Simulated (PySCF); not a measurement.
**[NdF4]−: other functionals and bases at one geometry**

Aim: see how levels, charges and forces of [NdF4]− depend on the level of theory. The species was built from a template and needn't be a known compound.

Method: several levels, as the steps say, no spin–orbit coupling; program: PySCF 2.14.0.

3 further runs of the same task are left out: 2 for a known fault of the program, 1 that didn't finish.

### 1 The system as given

5 atoms, charge -1, spin multiplicity 1.

Bond lengths: Nd1–F2 2.143 Å, Nd1–F3 2.143 Å, Nd1–F4 2.143 Å, Nd1–F5 2.143 Å. Angles: F2–Nd1–F3 109.5°, F2–Nd1–F4 109.5°, F2–Nd1–F5 109.5°, F3–Nd1–F4 109.5°, F3–Nd1–F5 109.5°, F4–Nd1–F5 109.5°.

Geometry (Å):

```xyz
5
F4Nd
Nd    0.0000    0.0000    0.0000
F     1.2375    1.2375    1.2375
F    -1.2375   -1.2375    1.2375
F     1.2375   -1.2375   -1.2375
F    -1.2375    1.2375   -1.2375
```

Formal oxidation states: Nd +3. Each metal's 3 4f electrons lie in its core potential, so multiplicities, spins and levels count the valence alone. An earlier session relaxed this geometry at TPSS, Nd lcecp-1-SVP with ECP49, F def2-SVP (singlet, point group Td).

At TPSS on the finer grid: E = -433.414051 Eh, HOMO -2.86 eV, LUMO 3.28 eV, Mulliken charge on Nd1 +0.91 e, largest force component 0.005 eV/Å. 

Levels to run: PBE; M06-L; TPSSh; BLYP; TPSS, TZVP. Hardware: 2 threads of Arm Neoverse V1, shared host.

### 2 PBE

Input file run.py (the lines that set the calculation):

```python
mol = gto.M(atom='''
Nd     0.00000     0.00000     0.00000
F      1.23755     1.23755     1.23755
F     -1.23755    -1.23755     1.23755
F      1.23755    -1.23755    -1.23755
F     -1.23755     1.23755    -1.23755''',
    basis={'Nd': 'lcecp-1-SVP', 'F': 'def2-SVP'},
    ecp={'Nd': 'lcecp-1-SVP'},
    charge=-1, spin=0)
mf = dft.RKS(mol, xc='PBE')
mf.grids.atom_grid = (75, 302)  # f atoms: unpruned, at least (60, 302)
mf = mf.density_fit()  # fitting sets: Nd AutoAux, F def2-universal-JKFIT
mf.conv_tol = 1e-08; mf.max_cycle = 55
mf.kernel(dm0)  # dm0: the density of the relaxed state
```

Command:

```console
$ OMP_NUM_THREADS=2 python run.py
```

### 3 M06-L

run.py (the lines that set the calculation): that of step 2 with these lines changed.

```diff
@@ -9,3 +9,3 @@
     charge=-1, spin=0)
-mf = dft.RKS(mol, xc='PBE')
+mf = dft.RKS(mol, xc='M06L')
 mf.grids.atom_grid = (75, 302)  # f atoms: unpruned, at least (60, 302)
```

### 4 TPSSh

run.py (the lines that set the calculation): that of step 3 with these lines changed.

```diff
@@ -9,3 +9,3 @@
     charge=-1, spin=0)
-mf = dft.RKS(mol, xc='M06L')
+mf = dft.RKS(mol, xc='TPSSH')
 mf.grids.atom_grid = (75, 302)  # f atoms: unpruned, at least (60, 302)
```

### 5 BLYP

run.py (the lines that set the calculation): that of step 4 with these lines changed.

```diff
@@ -9,3 +9,3 @@
     charge=-1, spin=0)
-mf = dft.RKS(mol, xc='TPSSH')
+mf = dft.RKS(mol, xc='BLYP')
 mf.grids.atom_grid = (75, 302)  # f atoms: unpruned, at least (60, 302)
```

### 6 TPSS, TZVP

Basis: Nd lcecp-1-TZVP with ECP49, F def2-TZVP. 

Input file run.py (the lines that set the calculation):

```python
mol = gto.M(atom='''
Nd     0.00000     0.00000     0.00000
F      1.23755     1.23755     1.23755
F     -1.23755    -1.23755     1.23755
F      1.23755    -1.23755    -1.23755
F     -1.23755     1.23755    -1.23755''',
    basis={'Nd': 'lcecp-1-TZVP', 'F': 'def2-TZVP'},
    ecp={'Nd': 'lcecp-1-TZVP'},
    charge=-1, spin=0)
mf = dft.RKS(mol, xc='TPSS')
mf.grids.atom_grid = (75, 302)  # f atoms: unpruned, at least (60, 302)
mf = mf.density_fit()  # fitting sets: Nd AutoAux, F def2-universal-JKFIT
mf.conv_tol = 1e-08; mf.max_cycle = 55
mf.kernel(dm0)  # dm0: free metal ions and neutral atoms
```

**Question.** What will these runs give? Wanted: for each run, HOMO; gap; charge on Nd1; dipole; largest force.

As calculated:

| level | state | HOMO (eV) | gap (eV) | charge on Nd1 (e) | dipole (D) | largest force (eV/Å) | basis functions | time |
| --- | --- | --- | --- | --- | --- | --- | --- | --- |
| TPSS (relaxed here) | singlet | -2.86 | 6.14 | 0.91 | 0.00 | 0.00 | 89 | 15 s |
| PBE | singlet | -2.77 | 5.87 | 0.79 | 0.00 | 0.03 | 89 | 3.6 s |
| M06-L | singlet | -3.04 | 6.97 | 1.22 | 0.00 | 0.00 | 89 | 5 s |
| TPSSh | singlet | -3.64 | 7.12 | 1.01 | 0.00 | 0.04 | 89 | 4.6 s |
| BLYP | singlet | -2.67 | 5.73 | 0.77 | 0.00 | 0.10 | 89 | 3.6 s |
| TPSS, TZVP | singlet | -3.27 | 6.43 | 1.54 | 0.00 | 0.18 | 171 | 16 s |

Times are on 2 threads of Arm Neoverse V1, shared host; the first row also made further properties. The dipole of a charged species depends on the origin, so these sizes hold for this origin alone.

In one basis the gap runs from 5.73 eV (BLYP) to 7.12 eV (TPSSh). The largest leftover force, 0.18 eV/Å with TPSS, TZVP, stands at a geometry relaxed at another level. The Mulliken charge on Nd spans +0.77 to +1.54 e over the levels. With 4f in the core, its levels are missing from HOMO and gap. Total energies of different levels can't be compared. Spin–orbit coupling is left out throughout.
